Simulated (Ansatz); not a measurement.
Crystal: NbTe.

```
Te Nb
1.0
     3.70297    0.00000    0.00000
    -1.85149    3.20687    0.00000
     0.00000    0.00000    3.69421
Te Nb
1 1
Direct
  0.66667 0.33333 0.00000
  0.00000 0.00000 0.50000
```

The cell comes from a database or a generator and needn't be the stable form of this composition.

```yaml
Program: Ansatz 0.2.0
Task: relaxation of cell and atoms
Functional: PBE
Dispersion: D4
Potentials_or_basis: Ansatz PAW
Cutoff: "420 eV (not typed: the program's choice for these potentials)"
k_mesh: 8 × 8 × 7
Occupations: fermi-dirac, width 0.05 eV
Spin: no spin polarisation
```

At the start: volume 21.93 Å³/atom.

Task: Where does the relaxation end?

Result: It ends after 5 steps and the volume is 21.18 Å³/atom (-3.5 %); space group P-6m2 (No. 187, to 0.05 Å).

Step by step:
```tsv
step	energy change (eV)	largest force (eV/Å)	volume (Å³)
1	0.0000	0.0000	43.87
2	-0.0199	0.0000	42.54
3	-0.0203	0.0000	42.34
4	-0.0203	0.0000	42.35
5	-0.0199	0.0000	42.35
```

Final structure:
```xyz
2
Lattice="3.6406 0.0000 0.0000 -1.8203 3.1528 0.0000 0.0000 0.0000 3.6899" Properties=species:S:1:pos:R:3 pbc="T T T"
Te    1.8203    1.0509    0.0000
Nb    0.0000    0.0000    1.8449
```

Caveat: the plane-wave basis is chosen anew once the cell has moved, so the energies of steps on either side of that aren't comparable; pairwise dispersion overbinds metals, which lowers pressure and volume.
